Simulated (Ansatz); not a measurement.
This script makes an all-electron equation of state of AlCo, space group Pm-3m with Ansatz's Python interface.

`alco_eos_lapw.py`:
```python
'''All-electron equation of state of AlCo.'''

import warnings

import ansatz as az
from ase.eos import EquationOfState
from ase.units import GPa
import numpy as np

VECTORS = np.array([
    [2.819403, 0.0, 0.0],
    [0.0, 2.819403, 0.0],
    [0.0, 0.0, 2.819403],
])
SITES = [
    ('Al', (0.0, 0.0, 0.0), 0.0),
    ('Co', (0.5, 0.5, 0.5), 2.5),
]


def make_crystal(cell):
    crystal = az.Crystal(lattice=az.Lattice.of(cell))
    for symbol, position, moment in SITES:
        crystal = crystal.atom(symbol, position, moment=moment or None)
    return crystal

warnings.simplefilter('ignore', az.DeckWarning)

volumes, energies = [], []
for scale in np.linspace(0.92, 1.08, 5):
    cell = VECTORS * scale ** (1 / 3)
    base = (
        make_crystal(cell).calculation()
        .functional(az.Functional.PBESOL)
        .occupations('fermi_dirac', width=0.1)
        .spin('collinear')
        .kpoints(10, 10, 10)
        .pseudopotentials('all_electron', lapw=True)
    )
    rep = base.run().report
    volumes.append(abs(np.linalg.det(cell)) / len(SITES))
    energies.append(rep['free_energy_ev'] / len(SITES))
    print(f'{scale:.3f} {volumes[-1]:9.4f} A^3/atom {energies[-1]:16.5f} eV/atom  (estimated basis error {1000 * rep["lapw_basis_errors"]["total_ev_per_atom"]:.2f} meV/atom)')
v0, e0, bulk = EquationOfState(volumes, energies, eos='birchmurnaghan').fit()
print(f'V0 = {v0:.4f} A^3/atom, B0 = {bulk / GPa:.1f} GPa')
```

Its results, one of them left out:

| V (Å³/atom) | F less the lowest row shown (meV/atom) |
| --- | --- |
| 10.309 | ? |
| 10.758 | 13.78 |
| 11.206 | 0.00 |
| 11.654 | 8.18 |
| 12.102 | 34.17 |

What is the missing energy at 10.309 Å³ an atom?

A third-order Birch-Murnaghan fit, E = E0 + (9 V0 B0 / 16) [(t - 1)³ B' + (t - 1)² (6 - 4t)] with t = (V0/V)^(2/3), through the 4 rows shown gives V0 = 11.248 Å³, B0 = 192.4 GPa, B' = 4.28 and E0 = -0.09 meV. At V = 10.309 Å³, t = 1.05980, and the fit extrapolates to 54.70 meV. The run gave 54.65 meV, a miss of 0.05 meV.

Reading the output:
- The SCF didn't keep the moments it started from (some shrank, vanished or turned); what is printed is the state reached.
- For a metal this k-point mesh is coarse: on a finer one energies can move by several to tens of meV an atom and pressures by half a GPa or more, differences at one mesh by less.
- The structure comes from a database of computed cells and needn't be a stable or known phase.
- The script silences the warnings on its input, which a real study should read.
- It ran for 120 s on 1 thread of Intel(R) Xeon(R) Processor @ 2.30GHz, on a shared host, peak memory 0.64 GiB.
